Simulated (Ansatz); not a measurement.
# H6C5: further runs on the relaxed cell

The task, for H6C5: relax it again with other functionals.

Program: Ansatz 0.2.0. Level of theory: DFT PBE+D3(BJ), scalar-relativistic, plane waves, PAW. These are calculated values, not measurements.

### Step 1. The structure to begin with

It takes space group R-3 (No. 148, trigonal). Conventional cell: a = 15.833 Å, b = 15.833 Å, c = 5.542 Å, α = 90.00°, β = 90.00°, γ = 120.00°. C (site symmetry 1) is surrounded by 1 H at 1.09 Å. H (site symmetry 1) has 1 C at 1.09 Å as nearest neighbours. Around C (site symmetry 3) lie 3 H at 1.10 Å. H (site symmetry 1) is surrounded by 1 C at 1.10 Å.

As a file:

```
CELL_PARAMETERS angstrom
7.91672 4.57072 1.84725
-7.91672 4.57072 1.84725
0.00000 -9.14144 1.84725
ATOMIC_POSITIONS crystal
C 0.33872 0.24037 0.79399
C 0.66128 0.75963 0.20601
C 0.79399 0.33872 0.24037
C 0.20601 0.66128 0.75963
C 0.24037 0.79399 0.33872
C 0.75963 0.20601 0.66128
C 0.28416 0.30691 0.90810
C 0.71584 0.69309 0.09190
C 0.90810 0.28416 0.30691
C 0.09190 0.71584 0.69309
C 0.30691 0.90810 0.28416
C 0.69309 0.09190 0.71584
C 0.55458 0.43336 0.88563
C 0.44542 0.56664 0.11437
C 0.88563 0.55458 0.43336
C 0.11437 0.44542 0.56664
C 0.43336 0.88563 0.55458
C 0.56664 0.11437 0.44542
H 0.78674 0.96194 0.36674
H 0.21326 0.03806 0.63326
H 0.36674 0.78674 0.96194
H 0.63326 0.21326 0.03806
H 0.96194 0.36674 0.78674
H 0.03806 0.63326 0.21326
H 0.88555 0.84448 0.16512
H 0.11445 0.15552 0.83488
H 0.16512 0.88555 0.84448
H 0.83488 0.11445 0.15552
H 0.84448 0.16512 0.88555
H 0.15552 0.83488 0.11445
H 0.40410 0.62011 0.20445
H 0.59590 0.37989 0.79555
H 0.20445 0.40410 0.62011
H 0.79555 0.59590 0.37989
H 0.62011 0.20445 0.40410
H 0.37989 0.79555 0.59590
C 0.36258 0.36258 0.36258
C 0.63742 0.63742 0.63742
H 0.23981 0.36364 0.26944
H 0.76019 0.63636 0.73056
H 0.26944 0.23981 0.36364
H 0.73056 0.76019 0.63636
H 0.36364 0.26944 0.23981
H 0.63636 0.73056 0.76019
```

This cell was relaxed beforehand with the same method: volume 9.11 Å³/atom, gap on the mesh 4.39 eV.

### Step 2. The cell under PBEsol

input.yaml reads:

```yaml
crystal:
  lattice:
    - [7.9167204484, 4.5707206836, 1.8472472522]
    - [-7.9167204484, 4.5707206836, 1.8472472522]
    - [0.0, -9.1414413623, 1.8472472644]
  atoms:
    - { symbol: C, position: [0.3387182884, 0.2403738392, 0.7939922964] }
    - { symbol: C, position: [0.6612817116, 0.7596261608, 0.2060077036] }
    - { symbol: C, position: [0.7939922964, 0.3387182884, 0.2403738392] }
    - { symbol: C, position: [0.2060077036, 0.6612817116, 0.7596261608] }
    - { symbol: C, position: [0.2403738392, 0.7939922964, 0.3387182884] }
    - { symbol: C, position: [0.7596261608, 0.2060077036, 0.6612817116] }
    - { symbol: C, position: [0.2841567994, 0.3069130983, 0.9080977088] }
    - { symbol: C, position: [0.7158432006, 0.6930869017, 0.0919022912] }
    - { symbol: C, position: [0.9080977088, 0.2841567994, 0.3069130983] }
    - { symbol: C, position: [0.0919022912, 0.7158432006, 0.6930869017] }
    - { symbol: C, position: [0.3069130983, 0.9080977088, 0.2841567994] }
    - { symbol: C, position: [0.6930869017, 0.0919022912, 0.7158432006] }
    - { symbol: C, position: [0.5545793625, 0.4333608921, 0.8856331314] }
    - { symbol: C, position: [0.4454206375, 0.5666391079, 0.1143668686] }
    - { symbol: C, position: [0.8856331314, 0.5545793625, 0.4333608921] }
    - { symbol: C, position: [0.1143668686, 0.4454206375, 0.5666391079] }
    - { symbol: C, position: [0.4333608921, 0.8856331314, 0.5545793625] }
    - { symbol: C, position: [0.5666391079, 0.1143668686, 0.4454206375] }
    - { symbol: H, position: [0.7867437768, 0.9619375973, 0.3667415846] }
    - { symbol: H, position: [0.2132562232, 0.0380624027, 0.6332584154] }
    - { symbol: H, position: [0.3667415846, 0.7867437768, 0.9619375973] }
    - { symbol: H, position: [0.6332584154, 0.2132562232, 0.0380624027] }
    - { symbol: H, position: [0.9619375973, 0.3667415846, 0.7867437768] }
    - { symbol: H, position: [0.0380624027, 0.6332584154, 0.2132562232] }
    - { symbol: H, position: [0.8855477355, 0.8444770848, 0.1651203406] }
    - { symbol: H, position: [0.1144522645, 0.1555229152, 0.8348796594] }
    - { symbol: H, position: [0.1651203406, 0.8855477355, 0.8444770848] }
    - { symbol: H, position: [0.8348796594, 0.1144522645, 0.1555229152] }
    - { symbol: H, position: [0.8444770848, 0.1651203406, 0.8855477355] }
    - { symbol: H, position: [0.1555229152, 0.8348796594, 0.1144522645] }
    - { symbol: H, position: [0.4040961983, 0.6201115381, 0.2044503995] }
    - { symbol: H, position: [0.5959038017, 0.3798884619, 0.7955496005] }
    - { symbol: H, position: [0.2044503995, 0.4040961983, 0.6201115381] }
    - { symbol: H, position: [0.7955496005, 0.5959038017, 0.3798884619] }
    - { symbol: H, position: [0.6201115381, 0.2044503995, 0.4040961983] }
    - { symbol: H, position: [0.3798884619, 0.7955496005, 0.5959038017] }
    - { symbol: C, position: [0.3625776197, 0.3625776197, 0.3625776197] }
    - { symbol: C, position: [0.6374223803, 0.6374223803, 0.6374223803] }
    - { symbol: H, position: [0.2398059104, 0.3636386278, 0.2694405984] }
    - { symbol: H, position: [0.7601940896, 0.6363613722, 0.7305594016] }
    - { symbol: H, position: [0.2694405984, 0.2398059104, 0.3636386278] }
    - { symbol: H, position: [0.7305594016, 0.7601940896, 0.6363613722] }
    - { symbol: H, position: [0.3636386278, 0.2694405984, 0.2398059104] }
    - { symbol: H, position: [0.6363613722, 0.7305594016, 0.7601940896] }
basis:
  ecutwfc: 420
kpoints:
  mp_grid: { grid: [6, 6, 6] }
hamiltonian:
  xc: pbesol
scf:
  occupations: { method: gaussian, width: 0.02 }
output:
  forces: true
  stress: true
  eigenvalues: true
  write_density: true
  write_potential: true
  elf: true
  volumetric_format: npy
relax:
  adjacent_minimum: "off"
  f_tol: 0.005
  max_steps: 50
  cell: { stress_tol: 0.05 }
```

On the command line:

```sh
ansatz run input.yaml --threads 8 --pin off --max-ram 22528MiB --backend cpu --events-out ev --progress --plain --runs-dir out
```

### Step 3. Relaxing with PBE

Edit input.yaml of step 2 so:

```diff
@@ -55,3 +55,3 @@
 hamiltonian:
-  xc: pbesol
+  xc: pbe
 scf:
@@ -62,6 +62,2 @@
   eigenvalues: true
-  write_density: true
-  write_potential: true
-  elf: true
-  volumetric_format: npy
 relax:
```

### Step 4. The cell under LDA

Edit input.yaml of step 3 so:

```diff
@@ -55,3 +55,3 @@
 hamiltonian:
-  xc: pbe
+  xc: lda
 scf:
@@ -62,2 +62,6 @@
   eigenvalues: true
+  write_density: true
+  write_potential: true
+  elf: true
+  volumetric_format: npy
 relax:
```

### Step 5. The cell under r2SCAN

Edit input.yaml of step 4 so:

```diff
@@ -51,3 +51,3 @@
 basis:
-  ecutwfc: 420
+  ecutwfc: 500
 kpoints:
@@ -55,3 +55,3 @@
 hamiltonian:
-  xc: lda
+  xc: r2scan
 scf:
@@ -62,6 +62,2 @@
   eigenvalues: true
-  write_density: true
-  write_potential: true
-  elf: true
-  volumetric_format: npy
 relax:
```

(Steps that only read results are left out.)

Q: Predict the outcome of this session.

The runs gave:

The volumes rise in the order LDA, PBE+D3(BJ), r2SCAN, PBEsol, PBE, over 56.4 %.
